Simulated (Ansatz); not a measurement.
# C9H22Sn: how energies converge with the basis set

How large a basis does C9H22Sn need? Two functionals are run in growing sets.

Computed with Ansatz 0.2.0, Gaussian basis. Level: one geometry, several basis sets.

The runs, in order: PBE0-D4/def2-SVP; ωB97M-V/def2-SVP; PBE0-D4/def2-QZVPP; ωB97M-V/def2-QZVPP; the functionals' def2-TZVPP values are taken from earlier runs.

### Step 1. The relaxed structure

An earlier PBE0-D4 in a triple-zeta def2 set relaxation fixed the geometry. Sn takes the def2 core potential; no spin-orbit term is included.

SMILES `C[CH](C)[SnH]([CH](C)C)[CH](C)C`, 32 atoms, charge 0, spin multiplicity 1.

Atoms are counted from 1 here; the program's logs count them from 0.

Bond lengths: C1–C2 1.522 Å, C1–H11 1.097 Å, C1–H12 1.095 Å, C1–H13 1.093 Å, C2–C3 1.523 Å, C2–Sn4 2.174 Å, C2–H14 1.096 Å, C3–H15 1.093 Å, C3–H16 1.094 Å, C3–H17 1.097 Å, Sn4–C5 2.170 Å, Sn4–C8 2.171 Å, Sn4–H18 1.727 Å, C5–C6 1.522 Å, C5–C7 1.522 Å, C5–H19 1.096 Å, C6–H20 1.093 Å, C6–H21 1.094 Å and more. Angles: C2–C1–H11 110.9°, C2–C1–H12 111.6°, C2–C1–H13 112.2°, H11–C1–H12 107.0°, H11–C1–H13 107.7°, H12–C1–H13 107.3°, C1–C2–C3 111.6°, C1–C2–Sn4 111.7°, C1–C2–H14 108.6°, C3–C2–Sn4 111.0°, C3–C2–H14 108.6°, Sn4–C2–H14 105.1°, C2–C3–H15 112.5°, C2–C3–H16 111.6°, C2–C3–H17 110.9°, H15–C3–H16 107.3°, H15–C3–H17 107.4°, H16–C3–H17 106.9° and more.

### Step 2. PBE0-D4 in def2-SVP

Contents of in.yaml:

```yaml
crystal:
  periodic: [false, false, false]
  atoms:
    - {symbol: C, position_ang: [-2.914151, -0.239036, -1.066197]}
    - {symbol: C, position_ang: [-1.449248, -0.629568, -1.197648]}
    - {symbol: C, position_ang: [-1.218058, -2.078819, -0.791971]}
    - {symbol: Sn, position_ang: [-0.157200, 0.709558, -0.073524]}
    - {symbol: C, position_ang: [0.065594, 0.010661, 1.968990]}
    - {symbol: C, position_ang: [-1.267878, -0.004142, 2.701628]}
    - {symbol: C, position_ang: [1.103682, 0.838621, 2.711863]}
    - {symbol: C, position_ang: [1.793707, 0.843122, -1.016929]}
    - {symbol: C, position_ang: [2.517216, -0.495132, -0.973116]}
    - {symbol: C, position_ang: [1.683418, 1.374819, -2.437946]}
    - {symbol: H, position_ang: [-3.550860, -0.899711, -1.667854]}
    - {symbol: H, position_ang: [-3.260903, -0.317464, -0.031023]}
    - {symbol: H, position_ang: [-3.098354, 0.786999, -1.393666]}
    - {symbol: H, position_ang: [-1.147866, -0.506810, -2.244022]}
    - {symbol: H, position_ang: [-0.179950, -2.391443, -0.931950]}
    - {symbol: H, position_ang: [-1.469966, -2.247188, 0.259739]}
    - {symbol: H, position_ang: [-1.846828, -2.755778, -1.383403]}
    - {symbol: H, position_ang: [-0.871128, 2.281076, -0.034578]}
    - {symbol: H, position_ang: [0.431660, -1.018806, 1.883483]}
    - {symbol: H, position_ang: [-2.003666, -0.647497, 2.211871]}
    - {symbol: H, position_ang: [-1.700591, 0.999158, 2.765324]}
    - {symbol: H, position_ang: [-1.147455, -0.368642, 3.729545]}
    - {symbol: H, position_ang: [0.799527, 1.887531, 2.787270]}
    - {symbol: H, position_ang: [1.240635, 0.470393, 3.736296]}
    - {symbol: H, position_ang: [2.081300, 0.814794, 2.222708]}
    - {symbol: H, position_ang: [2.354118, 1.566259, -0.414050]}
    - {symbol: H, position_ang: [2.629850, -0.874832, 0.046235]}
    - {symbol: H, position_ang: [3.522226, -0.413447, -1.405203]}
    - {symbol: H, position_ang: [1.985137, -1.257544, -1.551104]}
    - {symbol: H, position_ang: [2.673587, 1.470709, -2.900635]}
    - {symbol: H, position_ang: [1.099272, 0.701898, -3.074161]}
    - {symbol: H, position_ang: [1.206872, 2.357959, -2.474875]}
basis:
  gaussian: {orbitals: def2-SVP}
hamiltonian: {xc: pbe0, dispersion: d4}
output: {orbitals: {seedname: orbitals}}
```

Run with:

```
ansatz run in.yaml --threads 11 --pin off --events-out ev --progress --plain --max-ram 166912MiB --backend cpu
```

After this run come: ωB97M-V in def2-SVP; PBE0-D4 in def2-QZVPP; ωB97M-V in def2-QZVPP.

Q: Predict the results of all the runs planned. Wanted: PBE0-D4: double and triple zeta above quadruple; ωB97M-V: double and triple zeta above quadruple.

The runs gave:

```
                                       quantity           value
PBE0-D4: double and triple zeta above quadruple  11.32, 0.61 eV
ωB97M-V: double and triple zeta above quadruple  12.06, 0.61 eV
```

**Reading.** PBE0-D4 gains 10.71 eV from double to triple zeta, then 0.61 eV more. These are total energies; as a rule much of such shifts cancels in differences, which this series doesn't test. The LUMO of ωB97M-V is positive and keeps falling with the basis (2.84 to 1.42 eV): an unbound level that the basis holds in place.
